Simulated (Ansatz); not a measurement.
# MgSb4Se: the cost of one run

Computed with Ansatz 0.2.0 (DFT PBE, scalar-relativistic, plane waves, PAW, unless a step's input says otherwise).

1 further run of the same task is left out (it didn't finish).

**1. The starting structure**

The structure is cubic, space group F-43m (No. 216). The conventional cell has a = 8.838 Å, b = 8.838 Å, c = 8.838 Å, α = 90.00°, β = 90.00°, γ = 90.00°. Around Mg (site symmetry -43m) lie 12 Sb at 3.66 Å and 4 Se at 3.83 Å. Sb (site symmetry 3m) has 6 Sb at 3.12 to 3.13 Å and 3 Se at 3.66 Å as nearest neighbours. Se (site symmetry -43m) has 12 Sb at 3.66 Å and 4 Mg at 3.83 Å as nearest neighbours.

Structure file:

```cif
data_structure
_symmetry_space_group_name_H-M 'P 1'
_symmetry_Int_Tables_number 1
_cell_length_a 6.2494
_cell_length_b 6.2494
_cell_length_c 6.2494
_cell_angle_alpha 60.000
_cell_angle_beta 60.000
_cell_angle_gamma 60.000
_cell_volume 172.58
loop_
_atom_site_label
_atom_site_type_symbol
_atom_site_fract_x
_atom_site_fract_y
_atom_site_fract_z
_atom_site_occupancy
Mg1 Mg 0.00000 0.00000 0.00000 1
Sb1 Sb 0.87407 0.37531 0.37531 1
Sb2 Sb 0.37531 0.37531 0.37531 1
Sb3 Sb 0.37531 0.87407 0.37531 1
Sb4 Sb 0.37531 0.37531 0.87407 1
Se1 Se 0.75000 0.75000 0.75000 1
```

Recipe of the guess: species swapped into a database cell of CeLuAl4 (F-43m, No. 216), with Se on the Ce sites, Mg on the Lu sites and Sb on the Al sites. Lengths come from tabulated atomic sizes and are only a guess.

**2. A first look at the guess**

File input.yaml:

```yaml
crystal:
  lattice:
    - [0.0, 4.41897369, 4.41897369]
    - [4.41897369, 0.0, 4.41897369]
    - [4.41897369, 4.41897369, 0.0]
  atoms:
    - { symbol: Mg, position: [0.0, 0.0, 0.0] }
    - { symbol: Sb, position: [0.87407401, 0.37530866, 0.37530866] }
    - { symbol: Sb, position: [0.37530866, 0.37530866, 0.37530866] }
    - { symbol: Sb, position: [0.37530866, 0.87407401, 0.37530866] }
    - { symbol: Sb, position: [0.37530866, 0.37530866, 0.87407401] }
    - { symbol: Se, position: [0.75, 0.75, 0.75] }
basis:
  ecutwfc: 420
kpoints:
  mp_grid: { grid: [4, 4, 4] }
hamiltonian:
  xc: pbe
scf:
  occupations: { method: gaussian, width: 0.1 }
  lower_state_search: "off"
output:
  forces: true
  stress: true
  eigenvalues: true
```

Command:

```bash
ansatz run input.yaml --threads 1 --pin off --max-ram 2048MiB --backend cpu --events-out ev --progress --plain --runs-dir out
```

Q: Estimate wall time and peak memory on 1 thread of Arm Neoverse V1, shared host.

About 7.4 s, with a peak of 0.4 GiB.
